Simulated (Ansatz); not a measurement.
# Si3N4: the cost of one run

Computed with Ansatz 0.2.0 (DFT PBE, scalar-relativistic, plane waves, PAW, unless a step's input says otherwise).

## (1) The structure to begin with

Symmetry: P6_3, No. 173, hexagonal system. The conventional cell has a = 7.595 Å, b = 7.595 Å, c = 2.902 Å, α = 90.00°, β = 90.00°, γ = 120.00°. Si (site symmetry 1) is surrounded by 3 N at 1.70 to 1.77 Å. Around N (site symmetry 1) lie 3 Si at 1.70 to 1.77 Å. Around N (site symmetry 3) lie 6 Si at 2.23 to 2.29 Å and 3 N at 2.45 Å.

Coordinates:

```
CELL_PARAMETERS angstrom
7.59500 0.00000 0.00000
-3.79750 6.57746 0.00000
0.00000 0.00000 2.90230
ATOMIC_POSITIONS crystal
Si 0.76870 0.17440 0.25000
Si 0.59430 0.76870 0.75000
Si 0.82560 0.59430 0.25000
Si 0.23130 0.82560 0.75000
Si 0.40570 0.23130 0.25000
Si 0.17440 0.40570 0.75000
N 0.02970 0.32950 0.26500
N 0.70020 0.02970 0.76500
N 0.67050 0.70020 0.26500
N 0.97030 0.67050 0.76500
N 0.29980 0.97030 0.26500
N 0.32950 0.29980 0.76500
N 0.33333 0.66667 0.23440
N 0.66667 0.33333 0.73440
```

Source of the structure: the Crystallography Open Database.

(A quick probe on a coarse mesh, which set the mesh and smearing, is not shown.)

## (3) Coarse relaxation

Contents of input.yaml:

```yaml
crystal:
  lattice:
    - [7.595, 0.0, 0.0]
    - [-3.7975, 6.5774629417, 0.0]
    - [0.0, 0.0, 2.9023]
  atoms:
    - { symbol: Si, position: [0.7687, 0.1744, 0.25] }
    - { symbol: Si, position: [0.5943, 0.7687, 0.75] }
    - { symbol: Si, position: [0.8256, 0.5943, 0.25] }
    - { symbol: Si, position: [0.2313, 0.8256, 0.75] }
    - { symbol: Si, position: [0.4057, 0.2313, 0.25] }
    - { symbol: Si, position: [0.1744, 0.4057, 0.75] }
    - { symbol: "N", position: [0.0297, 0.3295, 0.265] }
    - { symbol: "N", position: [0.7002, 0.0297, 0.765] }
    - { symbol: "N", position: [0.6705, 0.7002, 0.265] }
    - { symbol: "N", position: [0.9703, 0.6705, 0.765] }
    - { symbol: "N", position: [0.2998, 0.9703, 0.265] }
    - { symbol: "N", position: [0.3295, 0.2998, 0.765] }
    - { symbol: "N", position: [0.3333333333, 0.6666666667, 0.2344] }
    - { symbol: "N", position: [0.6666666667, 0.3333333333, 0.7344] }
basis:
  ecutwfc: 420
kpoints:
  mp_grid: { grid: [3, 3, 8] }
hamiltonian:
  xc: pbe
scf:
  occupations: { method: gaussian, width: 0.1 }
output:
  forces: true
  stress: true
  eigenvalues: true
relax:
  adjacent_minimum: "off"
  f_tol: 0.05
  max_steps: 80
  cell: { stress_tol: 0.5 }
```

Command:

```
$ ansatz run input.yaml --threads 4 --pin off --max-ram 12288MiB --backend cpu --events-out ev --progress --plain --runs-dir out
```

**Question.** How long does this run take on 4 threads of AMD EPYC 9R45 (Zen 5), shared host, and how much memory does it need?

About 14 s, with a peak of 0.53 GiB.
